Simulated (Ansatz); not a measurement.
# C2Cl3F3: the cost of one run

Program: Ansatz 0.2.0, Gaussian basis. Level of theory: the settings change from run to run. These are calculated values, not measurements.

### 1 The geometry

The structure was relaxed beforehand with PBE0-D4 in a triple-zeta def2 set.

SMILES `FC(F)(Cl)C(F)(Cl)Cl`, 8 atoms, charge 0, spin multiplicity 1.

Atoms are counted from 1 here; the program's logs count them from 0.

Bond lengths: F1–C2 1.328 Å, C2–F3 1.331 Å, C2–Cl4 1.757 Å, C2–C5 1.560 Å, C5–F6 1.337 Å, C5–Cl7 1.759 Å, C5–Cl8 1.753 Å. Angles: F1–C2–F3 108.4°, F1–C2–Cl4 109.9°, F1–C2–C5 109.8°, F3–C2–Cl4 109.0°, F3–C2–C5 108.6°, Cl4–C2–C5 111.1°, C2–C5–F6 108.0°, C2–C5–Cl7 108.8°, C2–C5–Cl8 110.6°, F6–C5–Cl7 109.0°, F6–C5–Cl8 109.6°, Cl7–C5–Cl8 110.7°.

### 2 revPBE0/cc-pVTZ-DK

This run has charge +1, multiplicity 2, density fitting with cc-pVTZ-jkfit, D3(BJ) dispersion.

The input, in.yaml:

```yaml
crystal:
  periodic: [false, false, false]
  atoms:
    - {symbol: F, position_ang: [-1.135279, -0.958843, 0.924977]}
    - {symbol: C, position_ang: [-0.355804, 0.092903, 0.701641]}
    - {symbol: F, position_ang: [0.539089, 0.170336, 1.684277]}
    - {symbol: Cl, position_ang: [-1.322217, 1.560276, 0.690262]}
    - {symbol: C, position_ang: [0.403171, -0.089864, -0.648431]}
    - {symbol: F, position_ang: [1.176619, 0.983863, -0.837169]}
    - {symbol: Cl, position_ang: [1.423903, -1.518407, -0.537529]}
    - {symbol: Cl, position_ang: [-0.729472, -0.240265, -1.978027]}
basis:
  gaussian: {orbitals: cc-pVTZ-DK, fitting: {mean_field: cc-pVTZ-jkfit}}
total_charge: 1
magnetization: {spin_polarized: true, initial_magnetization: 1}
hamiltonian: {xc: {name: revPBE0}, dispersion: d3bj}
output: {forces: true}
```

The run is started by

```console
ansatz run in.yaml --threads 2 --pin off --events-out ev --progress --plain --max-ram 32768MiB --backend cpu
```

**Question.** How long does this run take on 2 threads of AMD EPYC 7R13, shared host, and how much memory does it need?

About 45 s, with a peak of 0.84 GiB.
